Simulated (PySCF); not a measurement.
# How the numerical set-up moves the result for Cd

Which parts of the numerical set-up matter for Cd? Each run edits the base script.

Program: PySCF 2.14.0. Level of theory: each script names its method and basis. These are calculated values, not measurements.

6 further runs of the same task are left out: 2 for a known fault of the program, 4 that didn't finish.

### 1 The atom

Cd: 1 atom, charge 0, spin multiplicity 1.

### 2 Base script

File input.py:

```python
from pyscf import gto, scf, mcscf

mol = gto.M(
    atom='Cd 0 0 0',
    basis='x2c-svpall',
    charge=0,
    spin=0,
    symmetry=True,
    verbose=4,
)
mf = scf.RHF(mol)
mf = mf.sfx2c1e()
mf.kernel()
mc = mcscf.CASCI(mf, 6, 8)
mc.kernel()
mc.analyze()
mf.dip_moment()
print('orbital energies (hartree):', mf.mo_energy[..., max(0, mol.nelec[1]-3):mol.nelec[0]+3].round(4))
```

Command:

```sh
$ python input.py
```

The log of this run is left out.

In short: E(SCF) = -5590.873629 Eh, 6 cycles, E(CAS) − E(SCF) = -0.00668 Eh.

### 3 Sbkjc (core potential on, X2C off)

Variant 1 changes basis set: x2c-svpall → sbkjc; core potential: off → on; spin-free X2C: on → off. The core potential changes with it: totals don't compare.

File input.py:

```python
from pyscf import gto, scf, mcscf

mol = gto.M(
    atom='Cd 0 0 0',
    basis='sbkjc',
    ecp={'Cd': 'sbkjc'},
    charge=0,
    spin=0,
    symmetry=True,
    verbose=4,
)
mf = scf.RHF(mol)
mf.kernel()
mc = mcscf.CASCI(mf, 6, 8)
mc.kernel()
mc.analyze()
mf.dip_moment()
print('orbital energies (hartree):', mf.mo_energy[..., max(0, mol.nelec[1]-3):mol.nelec[0]+3].round(4))
```

Command:

```sh
$ python input.py
```

### 4 Ano-rcc-vdzp

Variant 2 changes basis set: x2c-svpall → ano-rcc-vdzp.

Changes to input.py since step 2:

```diff
@@ -4,3 +4,3 @@
     atom='Cd 0 0 0',
-    basis='x2c-svpall',
+    basis='ano-rcc-vdzp',
     charge=0,
```

### 5 Def2-tzvp (core potential on, X2C off)

Variant 3 changes basis set: x2c-svpall → def2-tzvp; core potential: off → on; spin-free X2C: on → off. The core potential changes with it: totals don't compare.

Changes to input.py since step 2:

```diff
@@ -4,3 +4,4 @@
     atom='Cd 0 0 0',
-    basis='x2c-svpall',
+    basis='def2-tzvp',
+    ecp={'Cd': 'def2-tzvp'},
     charge=0,
@@ -11,3 +12,2 @@
 mf = scf.RHF(mol)
-mf = mf.sfx2c1e()
 mf.kernel()
```

### 6 Density fitting weigend

Variant 4 changes density fitting: none → weigend.

Changes to input.py since step 2:

```diff
@@ -12,2 +12,3 @@
 mf = mf.sfx2c1e()
+mf = mf.density_fit(auxbasis='weigend')
 mf.kernel()
```

### 7 Def2-svp (core potential on, X2C off)

Variant 5 changes basis set: x2c-svpall → def2-svp; core potential: off → on; spin-free X2C: on → off. The core potential changes with it: totals don't compare.

Changes to input.py since step 2:

```diff
@@ -4,3 +4,4 @@
     atom='Cd 0 0 0',
-    basis='x2c-svpall',
+    basis='def2-svp',
+    ecp={'Cd': 'def2-svp'},
     charge=0,
@@ -11,3 +12,2 @@
 mf = scf.RHF(mol)
-mf = mf.sfx2c1e()
 mf.kernel()
```

### 8 Lanl2dz (core potential on, X2C off)

Variant 6 changes basis set: x2c-svpall → lanl2dz; core potential: off → on; spin-free X2C: on → off. The core potential changes with it: totals don't compare.

Changes to input.py since step 2:

```diff
@@ -4,3 +4,4 @@
     atom='Cd 0 0 0',
-    basis='x2c-svpall',
+    basis='lanl2dz',
+    ecp={'Cd': 'lanl2dz'},
     charge=0,
@@ -11,3 +12,2 @@
 mf = scf.RHF(mol)
-mf = mf.sfx2c1e()
 mf.kernel()
```

**Question.** What will these runs give? Wanted: for each run, E(SCF); from base; gap; after the SCF.

**Answer**, as computed:

| run | E(SCF) (hartree) | from base (eV) | cycles | gap (eV) | functions | after the SCF |
| --- | --- | --- | --- | --- | --- | --- |
| base | -5590.873629 | 0 | 6 | 8.94 | 56 | CASCI correlation -0.182 eV |
| sbkjc (core potential on, X2C off) | -166.012880 | not comparable | 10 | 9.21 | 31 | CASCI correlation -0.300 eV |
| ano-rcc-vdzp | -5591.272647 | -10.8578 | 5 | 9.40 | 43 | CASCI correlation -0.378 eV |
| def2-tzvp (core potential on, X2C off) | -166.883923 | not comparable | 7 | 9.20 | 40 | CASCI correlation -0.251 eV |
| density fitting weigend (poor choice) | -5680.432759 | not comparable | 8 | 9.59 | 56 | CASCI correlation -0.216 eV |
| def2-svp (core potential on, X2C off) | -166.846609 | not comparable | 7 | 9.18 | 31 | CASCI correlation -0.267 eV |
| lanl2dz (core potential on, X2C off) | -46.571432 | not comparable | 7 | 8.95 | 18 | CASCI correlation -0.202 eV |

What this shows: ano-rcc-vdzp (43 functions) gives an energy 10.86 eV lower than x2c-svpall (56); size alone doesn't order basis sets of different families. The dearest run is “ano-rcc-vdzp”, at 7.9 s against 2.4 s. Rows marked «poor choice» come from settings spoiled on purpose.
